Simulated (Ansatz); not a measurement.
# CH5BN2O: the cost of one run

Method: RKS r2SCAN0-D4/def2-SVP; program: Ansatz 0.2.0.

## (1) Starting geometry

SMILES `NB1NCO1`, 10 atoms, charge 0, spin multiplicity 1.

Atoms are counted from 1 here; the program's logs count them from 0.

Bond lengths: N1–B2 1.409 Å, N1–H6 1.018 Å, N1–H7 1.017 Å, B2–N3 1.452 Å, B2–O5 1.414 Å, N3–C4 1.463 Å, N3–H8 1.019 Å, C4–O5 1.443 Å, C4–H9 1.116 Å, C4–H10 1.117 Å. Angles: B2–N1–H6 121.5°, B2–N1–H7 123.2°, H6–N1–H7 114.5°, N1–B2–N3 136.3°, N1–B2–O5 128.2°, N3–B2–O5 95.4°, B2–N3–C4 84.1°, B2–N3–H8 131.0°, C4–N3–H8 122.2°, N3–C4–O5 93.7°, N3–C4–H9 115.0°, N3–C4–H10 115.2°, O5–C4–H9 111.2°, O5–C4–H10 111.7°, H9–C4–H10 109.2°, B2–O5–C4 86.2°.

Coordinates:

```mol
CH5BN2O
  3D, bonds by distance, orders not assigned

 10 10  0  0  0  0  0  0  0  0999 V2000
   -1.6568    0.4093   -0.8192 N   0  0
   -0.4257    0.1989   -0.1672 B   0  0
    0.2113   -0.8928    0.5474 N   0  0
    1.3668    0.0035    0.5832 C   0  0
    0.6502    1.1039   -0.0162 O   0  0
   -1.9036    1.3167   -1.2098 H   0  0
   -2.4208   -0.2613   -0.7966 H   0  0
    0.2981   -1.8823    0.3183 H   0  0
    1.7281    0.2672    1.6058 H   0  0
    2.2355   -0.3142   -0.0427 H   0  0
  1  2  8  0
  1  6  8  0
  1  7  8  0
  2  3  8  0
  2  5  8  0
  3  4  8  0
  3  8  8  0
  4  5  8  0
  4  9  8  0
  4 10  8  0
M  END
```

## (2) Relaxation

Input file input.yaml:

```yaml
crystal:
  periodic: [false, false, false]
  atoms:
    - { symbol: "N", position_ang: [-1.656767, 0.409292, -0.819239] }
    - { symbol: B, position_ang: [-0.42574, 0.198889, -0.167234] }
    - { symbol: "N", position_ang: [0.211317, -0.892796, 0.547362] }
    - { symbol: C, position_ang: [1.366782, 0.003491, 0.583177] }
    - { symbol: O, position_ang: [0.650199, 1.103881, -0.016187] }
    - { symbol: H, position_ang: [-1.903557, 1.316716, -1.209751] }
    - { symbol: H, position_ang: [-2.420826, -0.261342, -0.796605] }
    - { symbol: H, position_ang: [0.298098, -1.882308, 0.318316] }
    - { symbol: H, position_ang: [1.72806, 0.2672, 1.605811] }
    - { symbol: H, position_ang: [2.235535, -0.314222, -0.04265] }
basis:
  gaussian: { orbitals: def2-SVP }
hamiltonian:
  xc: { name: r2SCAN0 }
  dispersion: d4
output:
  forces: true
relax:
  f_tol: 0.003
  max_steps: 120
```

Started as:

```sh
ansatz run input.yaml --threads 1 --pin off --max-ram 2560MiB --backend cpu --events-out ev --progress --plain --runs-dir out
```

**Question.** How long does this run take on 1 thread of Intel Xeon Platinum 8259CL at 2.50GHz (Skylake/Cascade Lake), shared host, and how much memory does it need?

About 69 s, with a peak of 0.24 GiB.
